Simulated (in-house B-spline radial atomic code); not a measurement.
# Te¹⁶⁺: excited configurations

Wanted: excitation energies of Te¹⁶⁺ as differences of total energies (ΔSCF).

Method: Dirac-Hartree-Fock, average of configuration, Fermi nucleus, basis-set limit. Code: in-house B-spline radial atomic code version 1.

### 1 Starting point

* element: tellurium (Z = 52)
* charge: +16
* electrons: 36
* configuration: [Ar] 3d10 4s2 4p6
* Hamiltonian: Dirac-Coulomb
* nucleus: Fermi, rms radius 4.742 fm

Outer shells as boxes (Hund's rule):

[Ar] 3d10 4s2 4p6
```
[Ar] core
3d [↑↓][↑↓][↑↓][↑↓][↑↓]
4s [↑↓]
4p [↑↓][↑↓][↑↓]
```

The run's settings:

```ini
Z = 52
electrons = 36.0
configuration = [Ar] 3d10 4s2 4p6
hamiltonian = dirac
method = hf
spin_polarised = False
nucleus = fermi
rms_radius = 4.7423
mass_number = 130
atomic_mass = 129.906222745
speed_of_light = 137.035999084
```

This reference run was done before. Its total energy is -6699.945011 hartree, and its levels are (the highest eight at most):

```tsv
orbital	occupation	energy (eV)	<r> (bohr)
3s1/2	2	-1419.32	0.3181
3p1/2	2	-1283.43	0.3086
3p3/2	4	-1229.81	0.3193
3d3/2	4	-992.97	0.2908
3d5/2	6	-981.86	0.2943
4s1/2	2	-530.27	0.7085
4p1/2	2	-474.56	0.7259
4p3/2	4	-461.86	0.7442
```

### 2 Run with [Ar] 3d10 4s2 4p5 4f1

The run's settings:

```ini
Z = 52
electrons = 36.0
configuration = [Ar] 3d10 4s2 4p5 4f1
hamiltonian = dirac
method = hf
spin_polarised = False
nucleus = fermi
rms_radius = 4.7423
mass_number = 130
atomic_mass = 129.906222745
speed_of_light = 137.035999084
```

### 3 Configuration [Ne] 3s2 3p5 3d10 4s2 4p6 7s1

Settings: those of step 2 with these lines changed.

```diff
@@ -2,3 +2,3 @@
 electrons = 36.0
-configuration = [Ar] 3d10 4s2 4p5 4f1
+configuration = [Ne] 3s2 3p5 3d10 4s2 4p6 7s1
 hamiltonian = dirac
```

### 4 Run with [Ar] 3d9 4s2 4p6 5f1

Settings: those of step 3 with these lines changed.

```diff
@@ -2,3 +2,3 @@
 electrons = 36.0
-configuration = [Ne] 3s2 3p5 3d10 4s2 4p6 7s1
+configuration = [Ar] 3d9 4s2 4p6 5f1
 hamiltonian = dirac
```

### 5 Run with [Ar] 3d9 4s2 4p6 7p1

Settings: those of step 4 with these lines changed.

```diff
@@ -2,3 +2,3 @@
 electrons = 36.0
-configuration = [Ar] 3d9 4s2 4p6 5f1
+configuration = [Ar] 3d9 4s2 4p6 7p1
 hamiltonian = dirac
```

### 6 Configuration [Ne] 3s2 3p5 3d10 4s2 4p6 6p1

Settings: those of step 5 with these lines changed.

```diff
@@ -2,3 +2,3 @@
 electrons = 36.0
-configuration = [Ar] 3d9 4s2 4p6 7p1
+configuration = [Ne] 3s2 3p5 3d10 4s2 4p6 6p1
 hamiltonian = dirac
```

How far above the reference does each configuration lie (order and size, in eV)?

The runs gave:

| net move | configuration | energy above the reference (eV) | with Breit, QED, recoil (eV) | largest <r> (bohr) |
| --- | --- | --- | --- | --- |
| 4p → 4f | [Ar] 3d10 4s2 4p5 4f1 | 175.99 | 175.64 | 0.814 |
| 3d → 5f | [Ar] 3d9 4s2 4p6 5f1 | 799.75 | 799.35 | 1.57 |
| 3d → 7p | [Ar] 3d9 4s2 4p6 7p1 | 869.99 | 869.65 | 3.15 |
| 3p → 6p | [Ne] 3s2 3p5 3d10 4s2 4p6 6p1 | 1083.88 | 1082.56 | 2.18 |
| 3p → 7s | [Ne] 3s2 3p5 3d10 4s2 4p6 7s1 | 1125.90 | 1124.57 | 3.01 |

Quantum defects of the promoted electron, δ = n − ζ/√(−2ε) with ζ = 17 and ε its orbital energy in hartree:

| promotion | δ |
| --- | --- |
| 3d → 5f | 0.320 |
| 3d → 7p | 1.000 |
| 3p → 6p | 1.010 |
| 3p → 7s | 1.174 |

**Reading.** At the bottom stands 4p → 4f (175.99 eV), at the top 3p → 7s (1125.90 eV). 4 of them lie more than 2 % above the ionisation threshold that Koopmans' theorem gives (461.86 eV), where such states can decay by emitting an electron. Of those tabulated, the defect is largest for 7s (1.17) and least for 5f (0.32); at this charge much of the defect is relativistic. Two partly filled shells share a symmetry and can mix in the average, which may lower the energy, for: 3p → 6p. These are averages over configurations, without correlation, not spectroscopic levels.
